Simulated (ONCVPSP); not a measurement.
# An ONCV potential for Lu, from input to tests

Aim: build the potential from the settings below, then test how well it stands in for the atom: other configurations, scattering, ghost states and the plane-wave cutoff that it needs.

Program: ONCVPSP 4.0.1. Reference atom: PBE, scalar-relativistic, spherical and spin-unpolarised. All values are calculated.

## 1. Settings

Typed settings, in words:

- element: lutetium (Lu, Z = 71)
- type: optimised norm-conserving Vanderbilt (ONCV)
- frozen core: [Kr] 4d10
- valence charge: 25
- reference configuration: 4f14 5s2 5p6 5d1 6s1.75 6p0.25
- partial waves: 5s+6s: rc 2.10 bohr, ncon 3, nbas 7, qcut 6.9 1/bohr, 2 projectors; 5p+6p: rc 2.80 bohr, ncon 4, nbas 7, qcut 4.6 1/bohr, 3 projectors, debl 3.2 Ha; 5d: rc 3.20 bohr, ncon 3, nbas 8, qcut 4.1 1/bohr, 2 projectors, debl 2.3 Ha; 4f: rc 1.05 bohr, ncon 3, nbas 8, qcut 15.5 1/bohr, 2 projectors, debl 2.7 Ha
- local potential: polynomial inside 0.85 bohr (lpopt 5, dvloc0 0 Ha)
- core correction: Teter function, fcfact 3.5, rcfact 1.88

The nodes and maxima of the atom's own shells, from an earlier all-electron run, set the scale for the radii.

All-electron outer shells of the reference configuration (PBE, scalar-relativistic, ld1.x):

```tsv
shell	level (eV)	outermost node (bohr)	outermost maximum (bohr)
4p	-358.55	0.25	0.47
4d	-192.29	0.23	0.48
5s	-61.44	0.57	1.04
5p	-32.04	0.61	1.19
4f	-10.00	–	0.47
6s	-4.88	1.41	3.04
5d	-2.03	0.68	1.84
6p	-1.52	1.73	4.26
```

## 2. Generation

File Lu.dat:

```
# ATOM AND REFERENCE CONFIGURATION
# atsym  z   nc   nv     iexc    psfile
  Lu 71.00    9    6        4      upf
#
#   n    l    f
    1    0    2.00
    2    0    2.00
    2    1    6.00
    3    0    2.00
    3    1    6.00
    3    2   10.00
    4    0    2.00
    4    1    6.00
    4    2   10.00
    4    3   14.00
    5    0    2.00
    5    1    6.00
    5    2    1.00
    6    0    1.75
    6    1    0.25
#
# PSEUDOPOTENTIAL AND OPTIMIZATION
# lmax
    3
#
#   l,   rc,      ep,       ncon, nbas, qcut
    0    2.10    0.00    3    7    6.90
    1    2.80    0.00    4    7    4.60
    2    3.20    0.00    3    8    4.10
    3    1.05    0.00    3    8   15.50
#
# LOCAL POTENTIAL
# lloc, lpopt,  rc(5),   dvloc0
    4    5    0.85    0.00
#
# VANDERBILT-KLEINMAN-BYLANDER PROJECTORs
# l, nproj, debl
    0    2    2.30
    1    3    3.20
    2    2    2.30
    3    2    2.70
#
# MODEL CORE CHARGE
# icmod, fcfact, rcfact
    3    3.50    1.88
#
# LOG DERIVATIVE ANALYSIS
# epsh1, epsh2, depsh
   -4.00    5.00    0.02
#
# OUTPUT GRID
# rlmax, drl
    6.00    0.01
#
# TEST CONFIGURATIONS
# ncnf
    4
# nvcnf
#   n    l    f
    6
    4    3   14.00
    5    0    2.00
    5    1    6.00
    5    2    1.00
    6    0    2.00
    6    1    0.00
#
    6
    4    3   14.00
    5    0    2.00
    5    1    6.00
    5    2    1.00
    6    0    1.00
    6    1    0.00
#
    6
    4    3   14.00
    5    0    2.00
    5    1    6.00
    5    2    1.00
    6    0    0.00
    6    1    0.00
#
    6
    4    3   13.00
    5    0    2.00
    5    1    6.00
    5    2    1.00
    6    0    2.00
    6    1    0.00
#
```

Command:

```bash
$ oncvpsp.x < Lu.dat > Lu.out
```

**Question.** What will these runs give? Wanted: cutoffs for 1 and 0.1 mHa per electron, occupied waves; bound ghosts; GHOST(+) flags; largest test error; largest phase difference near zero energy, channels read; rms error of d²Exc/dn², without and with the model core.

**Answer**, as computed:

```
                                                quantity                                  value
  cutoffs for 1 and 0.1 mHa per electron, occupied waves                      106 Ha and 116 Ha
                                            bound ghosts                        s at -206.66 eV
                                          GHOST(+) flags               p at 149 eV, d at 125 eV
                            largest test error (AE − PS)  +46 meV, for 4f13 5s2 5p6 5d1 6s2 6p0
largest phase difference near zero energy, channels read                              0.014 rad
 rms error of d²Exc/dn², without and with the model core                      3.49 and 2.76 mHa
```

In words: A bound ghost (s) makes it unfit for use: electrons can fall into a state that the atom doesn't have. The worst unpolarised test, 4f13 5s2 5p6 5d1 6s2 6p0, is off by 46 meV on 16.7 eV; by total energies transferability rates as fair. It counts as very hard, with 106 Ha needed at the looser tolerance. At the looser tolerance the 4f wave is the slowest; 5s needs 14 Ha. Near zero energy the phases of the channels with partial waves agree within 0.014 rad. The program also flags highly localised states, GHOST(+) (p, d).
